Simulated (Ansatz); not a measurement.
# FGeHS (SMILES [F][Ge][SH]): one structure at several levels

An exercise on one series of results from a longer session: the logs are not shown, and one member is left open.

Computed with Ansatz 0.2.0, Gaussian basis. Level: single points in def2-TZVPP.

Cores are frozen in the correlated methods. Filled d shells of the heavier atoms are correlated.

**The system as given**

SMILES `[F][Ge][SH]`, 4 atoms, charge 0, spin multiplicity 1.

Atoms are counted from 1 here; the program's logs count them from 0.

Bond lengths: F1–Ge2 1.727 Å, Ge2–S3 2.465 Å, S3–H4 1.436 Å. Angles: F1–Ge2–S3 87.9°, Ge2–S3–H4 92.7°.

Geometry (Å):

```
atom     x (Å)     y (Å)     z (Å)
  F1  -1.84430   0.50040   0.47680
 Ge2  -0.37740  -0.09640   1.16560
  S3   0.56150  -0.16020  -1.11230
  H4   1.87080  -0.50910  -0.63590
```

Set-up of the first run:

Contents of run/in.yaml:

```yaml
crystal:
  periodic: [false, false, false]
  atoms:
    - {symbol: F, position_ang: [-1.844300, 0.500400, 0.476800]}
    - {symbol: Ge, position_ang: [-0.377400, -0.096400, 1.165600]}
    - {symbol: S, position_ang: [0.561500, -0.160200, -1.112300]}
    - {symbol: H, position_ang: [1.870800, -0.509100, -0.635900]}
basis:
  gaussian: {orbitals: def2-TZVPP}
correlation: {method: ccsd_t}
output: {forces: true}
```

No record of the launch command was kept for these runs.

Among the steps run: CCSD(T)/def2-TZVPP; PBE0-D4/def2-TZVPP; wB97M-V/def2-TZVPP; r2SCAN-D4/def2-TZVPP; PBE-D4/def2-TZVPP; r2SCAN0-D4/def2-TZVPP; r2SCANh-D4/def2-TZVPP.

One table of the session follows, with a row left open; its other results are not shown here.

```
    method  RMS force component (eV/Å)  angle to CCSD(T) forces (°)  dipole (D)
   CCSD(T)                       1.220                    reference        2.94
   PBE0-D4                       1.205                          2.1        3.03
   wB97M-V                       1.237                          2.5        3.19
 r2SCAN-D4                       1.166                          3.1        2.83
    PBE-D4                           ?                            ?           ?
r2SCAN0-D4                       1.272                          6.2        3.07
r2SCANh-D4                       1.206                          1.5        2.93
```

Q: Estimate the row for PBE-D4 from the others.

As computed: RMS force component (eV/Å): 1.112; angle to CCSD(T) forces (°): 18.6; dipole (D): 2.76. In the column «RMS force component (eV/Å)» it is the lowest.
